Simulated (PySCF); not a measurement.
# CH8N2Sn: NMR shieldings

Aim: compute the NMR shieldings of CH8N2Sn (`N[CH2][SnH2][NH2]`).

Computed with PySCF 2.14.0 and routines of our own; the level stands in each step. Atoms count from 0.

## Step 1: The starting structure

12 atoms, charge 0, multiplicity 1; geometry from: GFN2-xTB.

## Step 2: NMR shieldings: PBE/pcSseg-1 Sn:us-x2c-TZVPall-2c, spin–orbit

The job: settings as JSON, then the geometry in Å.

```
{"job": {"kind": "hnmr", "xc": "PBE", "basis": {"default": "pcSseg-1", "Sn": "us-x2c-TZVPall-2c"}, "rel": "so"}, "charge": 0, "multiplicity": 1}
N     -2.234597     0.282309    -0.168663
C     -1.105134    -0.309895    -0.778736
Sn     0.754346    -0.490036     0.546158
N      2.415010     0.626523     0.141618
H     -2.060159     1.233738     0.130457
H     -2.572953    -0.254536     0.619140
H     -0.814331     0.275379    -1.648694
H     -1.351729    -1.316112    -1.104426
H      0.351941     0.065408     2.109699
H      1.421046    -2.041975     0.776035
H      2.244630     1.613846     0.006246
H      2.953128     0.314666    -0.654861
```

Level: PBE/pcSseg-1 Sn:us-x2c-TZVPall-2c GIAO NMR shielding, X2C with spin-orbit coupling, screened-nuclear two-electron part, Gaussian nuclei, gas phase.

The run is started by

```
OMP_NUM_THREADS=1 python heavy_run.py task.json out
```

One launch serves the whole session: the jobs run in the order shown.

What it wrote:

```text
spin-free SCF
coarse grid: 43224 points
cycle   1  E = -6328.2646704545  dE = -8.854e-02  |g| = 7.141e-01  |ddm| = 1.667e+02
cycle   2  E = -6327.8445479372  dE =  4.201e-01  |g| = 1.462e+00  |ddm| = 2.423e+00
cycle   3  E = -6328.3633561453  dE = -5.188e-01  |g| = 2.098e-01  |ddm| = 1.974e+00
cycle   4  E = -6328.3699991213  dE = -6.643e-03  |g| = 1.409e-01  |ddm| = 3.435e-01
cycle   5  E = -6328.3748097252  dE = -4.811e-03  |g| = 4.110e-02  |ddm| = 2.229e-01
cycle   6  E = -6328.3752886870  dE = -4.790e-04  |g| = 9.544e-03  |ddm| = 6.975e-02
cycle   7  E = -6328.3753022143  dE = -1.353e-05  |g| = 2.169e-03  |ddm| = 8.662e-03
cycle   8  E = -6328.3753032033  dE = -9.890e-07  |g| = 1.047e-03  |ddm| = 2.790e-03
final grid: 90216 points
cycle   9  E = -6328.3730458168  dE = -7.182e-07  |g| = 2.877e-03  |ddm| = 2.900e-03
cycle  10  E = -6328.3730433441  dE =  2.473e-06  |g| = 3.944e-03  |ddm| = 4.572e-03
cycle  11  E = -6328.3730464466  dE = -3.103e-06  |g| = 1.008e-03  |ddm| = 3.917e-03
cycle  12  E = -6328.3730465293  dE = -8.274e-08  |g| = 7.486e-04  |ddm| = 1.613e-03
cycle  13  E = -6328.3730466738  dE = -1.445e-07  |g| = 3.381e-05  |ddm| = 8.193e-04
cycle  14  E = -6328.3730466740  dE = -1.519e-10  |g| = 6.030e-06  |ddm| = 2.877e-05
converged SCF energy = -6328.3730466740
two-component SCF
cycle   1  E = -6327.7242317938  dE = -6.328e+03  |FDS-SDF| = 4.465e+01
cycle   2  E = -6329.2024210213  dE = -1.478e+00  |FDS-SDF| = 6.661e-02
cycle   3  E = -6329.2024245102  dE = -3.489e-06  |FDS-SDF| = 1.057e-02
cycle   4  E = -6329.2024220805  dE =  2.430e-06  |FDS-SDF| = 7.147e-03
cycle   5  E = -6329.2024264202  dE = -4.340e-06  |FDS-SDF| = 2.299e-03
cycle   6  E = -6329.2024275497  dE = -1.129e-06  |FDS-SDF| = 5.907e-04
cycle   7  E = -6329.2024276188  dE = -6.905e-08  |FDS-SDF| = 5.082e-05
cycle   8  E = -6329.2024276192  dE = -4.384e-10  |FDS-SDF| = 3.482e-05
converged, E = -6329.2024276192

Field gradients (au) and densities at the nuclei (bohr^-3)
atom        Vxx        Vyy        Vzz        centre      nuclear mean
  0 N      0.4912     0.6057    -1.0969        185.532        185.532
  1 C     -0.0309    -0.1574     0.1882        114.384        114.383
  2 Sn    -0.3973    -0.6793     1.0766     174622.357     173410.282
  3 N      0.3263     0.5229    -0.8492        185.743        185.743
  4 H     -0.1678    -0.2357     0.4035          0.381          0.381
  5 H     -0.1686    -0.2369     0.4055          0.381          0.381
  6 H     -0.1443    -0.1691     0.3133          0.389          0.389
  7 H     -0.1463    -0.1708     0.3172          0.390          0.390
  8 H     -0.0547    -0.0571     0.1118          0.338          0.338
  9 H     -0.0546    -0.0578     0.1124          0.338          0.338
 10 H     -0.1817    -0.2400     0.4218          0.378          0.378
 11 H     -0.1822    -0.2402     0.4225          0.378          0.378
without picture change
  2 Sn                           1.1736                    356460.045

Core orbital energies (eV)
atom   shell        mean    spread
  2 Sn 1s       -28956.839   0.000
  2 Sn 2s        -4370.775   0.000
  2 Sn 3s         -842.803   0.000
  2 Sn 4s         -132.887   0.000
  2 Sn 2p1/2     -4081.891   0.000
  2 Sn 2p3/2     -3852.708   0.005
  2 Sn 3p1/2      -725.695   0.000
  2 Sn 3p3/2      -683.729   0.014
  2 Sn 4p1/2       -94.009   0.000
  2 Sn 4p3/2       -86.454   0.038
  2 Sn 3d3/2      -476.824   0.013
  2 Sn 3d5/2      -468.310   0.018
  2 Sn 4d3/2       -25.736   0.059
  2 Sn 4d5/2       -24.711   0.125

vertical triplet (scalar unrestricted SCF): 3.843 eV

Shielding tensors (ppm)
atom      isotropic    diamagn.    paramagn.     s11        s22        s33       span
  0 N       217.65      315.69      -98.04     188.51     230.71     233.74      45.23
  1 C       133.03      247.90     -114.87      91.91     141.46     165.70      73.79
  2 Sn     3383.75     4741.45    -1357.71    3085.53    3434.20    3631.51     545.98
  3 N       267.59      313.16      -45.57     250.07     263.09     289.60      39.53
  4 H        30.72       32.52       -1.80      24.55      30.22      37.40      12.84
  5 H        30.69       31.66       -0.98      24.73      29.40      37.93      13.21
  6 H        27.95       30.59       -2.64      21.97      29.24      32.64      10.68
  7 H        27.61       29.66       -2.05      21.54      28.62      32.67      11.13
  8 H        25.15       29.44       -4.29      15.77      19.66      40.02      24.25
  9 H        24.69       28.60       -3.91      15.68      18.44      39.95      24.27
 10 H        31.82       31.41        0.41      23.37      28.24      43.84      20.46
 11 H        31.95       30.56        1.39      23.49      27.23      45.11      21.62
```

Run time: 1.7 min. Hardware: 1 thread of Arm Neoverse N1, shared host; peak memory 0.91 GiB.

From this job:

| quantity | value |
| --- | --- |
| energy from spin-orbit coupling | -0.8294 Eh |

Orbitals, density, ELF and potential are computed afterwards from the orbital file.

Frontier orbitals at PBE/us-x2c-TZVPall-2c+pcSseg-1, with the share of their density that lies nearest to each atom:

| orbital | energy (eV) | lies on |
| --- | --- | --- |
| HOMO | -4.66 | N0 32 %; N3 21 %; C1 13 % |
| LUMO | -0.69 | Sn2 20 %; N3 14 %; C1 12 % |

ELF in a plane through or near 4 of the atoms.

Values, 10 rows by 14 columns:
```
0.00 0.00 0.00 0.00 0.00 0.00 0.00 0.00 0.00 0.00 0.00 0.00 0.00 0.00
0.00 0.00 0.00 0.00 0.07 0.45 0.22 0.00 0.00 0.00 0.00 0.00 0.00 0.00
0.00 0.00 0.00 0.10 0.97 1.00 0.98 0.13 0.00 0.00 0.00 0.00 0.00 0.00
0.00 0.00 0.00 0.05 0.88 0.99 0.79 0.23 0.05 0.01 0.00 0.00 0.00 0.00
0.00 0.00 0.01 0.03 0.09 0.22 0.31 0.46 0.61 0.51 0.02 0.01 0.00 0.00
0.00 0.00 0.44 0.96 0.65 0.35 0.32 0.65 0.36 0.50 0.40 0.48 0.00 0.00
0.00 0.00 0.45 0.95 0.63 0.29 0.05 0.75 0.99 0.33 0.37 0.36 0.00 0.00
0.00 0.00 0.00 0.02 0.02 0.01 0.00 0.43 0.92 0.07 0.00 0.00 0.00 0.00
0.00 0.00 0.00 0.00 0.00 0.00 0.00 0.00 0.00 0.00 0.00 0.00 0.00 0.00
0.00 0.00 0.00 0.00 0.00 0.00 0.00 0.00 0.00 0.00 0.00 0.00 0.00 0.00
```
The map spans 11.0 Å across and 9.4 Å up, centred on the molecule. Atoms in the plane (x, y in Å): C1 (1.2, -0.2), H6 (0.9, -1.2), H9 (-1.3, 2.1), H11 (-2.9, -0.7).

On the surface of density 0.002 e/bohr³ the electrostatic potential runs, from the 1st to the 99th percentile, from -1.72 V near N3 to 1.54 V near H4.

## Step 3: NMR shieldings: PBE/pcSseg-1 Sn:us-x2c-TZVPall-2c, spin-free

Settings changed since step 2:

```diff
@@ -1,2 +1,2 @@
-{"job": {"kind": "hnmr", "xc": "PBE", "basis": {"default": "pcSseg-1", "Sn": "us-x2c-TZVPall-2c"}, "rel": "so"}, "charge": 0, "multiplicity": 1}
+{"job": {"kind": "hnmr", "xc": "PBE", "basis": {"default": "pcSseg-1", "Sn": "us-x2c-TZVPall-2c"}, "rel": "sf"}, "charge": 0, "multiplicity": 1}
 N     -2.234597     0.282309    -0.168663
```

With the program's defaults for keys left out, this is: PBE/pcSseg-1 Sn:us-x2c-TZVPall-2c GIAO NMR shielding, spin-free X2C, Gaussian nuclei, gas phase.

What it wrote:

```text
spin-free SCF
coarse grid: 43224 points
cycle   1  E = -6328.2646704545  dE = -8.854e-02  |g| = 7.141e-01  |ddm| = 1.667e+02
cycle   2  E = -6327.8445479372  dE =  4.201e-01  |g| = 1.462e+00  |ddm| = 2.423e+00
cycle   3  E = -6328.3633561453  dE = -5.188e-01  |g| = 2.098e-01  |ddm| = 1.974e+00
cycle   4  E = -6328.3699991213  dE = -6.643e-03  |g| = 1.409e-01  |ddm| = 3.435e-01
cycle   5  E = -6328.3748097252  dE = -4.811e-03  |g| = 4.110e-02  |ddm| = 2.229e-01
cycle   6  E = -6328.3752886870  dE = -4.790e-04  |g| = 9.544e-03  |ddm| = 6.975e-02
cycle   7  E = -6328.3753022143  dE = -1.353e-05  |g| = 2.169e-03  |ddm| = 8.662e-03
cycle   8  E = -6328.3753032033  dE = -9.890e-07  |g| = 1.047e-03  |ddm| = 2.790e-03
final grid: 90216 points
cycle   9  E = -6328.3730458168  dE = -7.182e-07  |g| = 2.877e-03  |ddm| = 2.900e-03
cycle  10  E = -6328.3730433441  dE =  2.473e-06  |g| = 3.944e-03  |ddm| = 4.572e-03
cycle  11  E = -6328.3730464466  dE = -3.103e-06  |g| = 1.008e-03  |ddm| = 3.917e-03
cycle  12  E = -6328.3730465293  dE = -8.274e-08  |g| = 7.486e-04  |ddm| = 1.613e-03
cycle  13  E = -6328.3730466738  dE = -1.445e-07  |g| = 3.381e-05  |ddm| = 8.193e-04
cycle  14  E = -6328.3730466740  dE = -1.519e-10  |g| = 6.030e-06  |ddm| = 2.877e-05
converged SCF energy = -6328.3730466740
check of the scalar solution
cycle   1  E = -6328.3730466740  dE = -6.328e+03  |FDS-SDF| = 4.067e+00
cycle   2  E = -6328.3739027174  dE = -8.560e-04  |FDS-SDF| = 1.839e-03
cycle   3  E = -6328.3739027177  dE = -2.965e-10  |FDS-SDF| = 1.074e-04
cycle   4  E = -6328.3739027175  dE =  2.065e-10  |FDS-SDF| = 9.701e-05
cycle   5  E = -6328.3739027181  dE = -5.884e-10  |FDS-SDF| = 1.568e-05
converged, E = -6328.3739027181

Field gradients (au) and densities at the nuclei (bohr^-3)
atom        Vxx        Vyy        Vzz        centre      nuclear mean
  0 N      0.4913     0.6058    -1.0971        185.532        185.532
  1 C     -0.0311    -0.1571     0.1882        114.383        114.383
  2 Sn    -0.3950    -0.6772     1.0722     174521.517     173309.443
  3 N      0.3255     0.5232    -0.8487        185.743        185.742
  4 H     -0.1678    -0.2357     0.4035          0.381          0.381
  5 H     -0.1686    -0.2369     0.4055          0.381          0.381
  6 H     -0.1443    -0.1691     0.3134          0.389          0.389
  7 H     -0.1463    -0.1709     0.3172          0.390          0.390
  8 H     -0.0547    -0.0572     0.1119          0.338          0.338
  9 H     -0.0546    -0.0579     0.1125          0.338          0.338
 10 H     -0.1817    -0.2400     0.4218          0.378          0.378
 11 H     -0.1823    -0.2402     0.4225          0.378          0.378
without picture change
  2 Sn                           1.1727                    356472.338

Core orbital energies (eV)
atom   shell        mean    spread
  2 Sn 1s       -28958.387   0.000
  2 Sn 2s        -4371.064   0.000
  2 Sn 3s         -842.867   0.000
  2 Sn 4s         -132.901   0.000
  2 Sn 2p        -3926.374   0.009
  2 Sn 3p         -697.244   0.024
  2 Sn 4p          -88.882   0.057
  2 Sn 3d         -471.743   0.019
  2 Sn 4d          -25.126   0.185

Shielding tensors (ppm)
atom      isotropic    diamagn.    paramagn.     s11        s22        s33       span
  0 N       216.63      315.38      -98.75     187.15     229.50     233.23      46.08
  1 C       131.19      247.55     -116.36      88.47     140.50     164.59      76.12
  2 Sn     2582.68     5138.24    -2555.56    2285.61    2632.14    2830.28     544.67
  3 N       260.74      312.78      -52.04     241.52     258.92     281.78      40.27
  4 H        30.75       32.51       -1.76      24.48      30.23      37.53      13.05
  5 H        30.68       31.66       -0.98      24.65      29.40      38.01      13.36
  6 H        28.10       30.58       -2.48      22.20      29.46      32.65      10.44
  7 H        27.77       29.65       -1.87      21.78      28.84      32.69      10.91
  8 H        26.59       29.53       -2.94      18.41      20.70      40.66      22.25
  9 H        25.94       28.68       -2.74      17.69      19.44      40.68      22.99
 10 H        31.93       31.41        0.52      23.52      28.41      43.86      20.34
 11 H        32.05       30.55        1.49      23.68      27.36      45.10      21.42
```

Wall time 34 s (1 thread of Arm Neoverse N1, shared host); peak memory 0.84 GiB.

## Step 4: Shieldings side by side

| run | Sn2 | N3 | C1 | H8 | H9 | N0 | H7 | time |
| --- | --- | --- | --- | --- | --- | --- | --- | --- |
| step 2, PBE/pcSseg-1 Sn:us-x2c-TZVPall-2c, spin–orbit | 3383.7 | 267.6 | 133.0 | 25.1 | 24.7 | 217.7 | 27.6 | 1.7 min |
| step 3, PBE/pcSseg-1 Sn:us-x2c-TZVPall-2c, spin-free | 2582.7 | 260.7 | 131.2 | 26.6 | 25.9 | 216.6 | 27.8 | 34 s |

## Step 5: Outcome

| quantity | value |
| --- | --- |
| energy from spin-orbit coupling (step 2, PBE/pcSseg-1 Sn:us-x2c-TZVPall-2c, spin–orbit) | -0.8294 Eh |
| shieldings (step 2, PBE/pcSseg-1 Sn:us-x2c-TZVPall-2c, spin–orbit) | N0 217.7, C1 133.0, Sn2 3383.7, N3 267.6 ppm |
| surface potential, 1st and 99th percentile | -1.72 V and 1.54 V |
| shieldings (step 3, PBE/pcSseg-1 Sn:us-x2c-TZVPall-2c, spin-free) | N0 216.6, C1 131.2, Sn2 2582.7, N3 260.7 ppm |

A contracted two-component basis is stiff near heavy nuclei, so the absolute shieldings of the heavy atoms from it are rough. In step 2, Sn2 has the widest tensor, 546 ppm. At PBE/us-x2c-TZVPall-2c+pcSseg-1, counted by nearest atom on the grid, the HOMO lies on N0 32 %; N3 21 %, the LUMO on Sn2 20 %; N3 14 %. Sn2 moves most between the runs, by 801 ppm; the labels say what changes from run to run. The geometry comes from tight binding, which is rough for metal atoms, and these values hang on it.
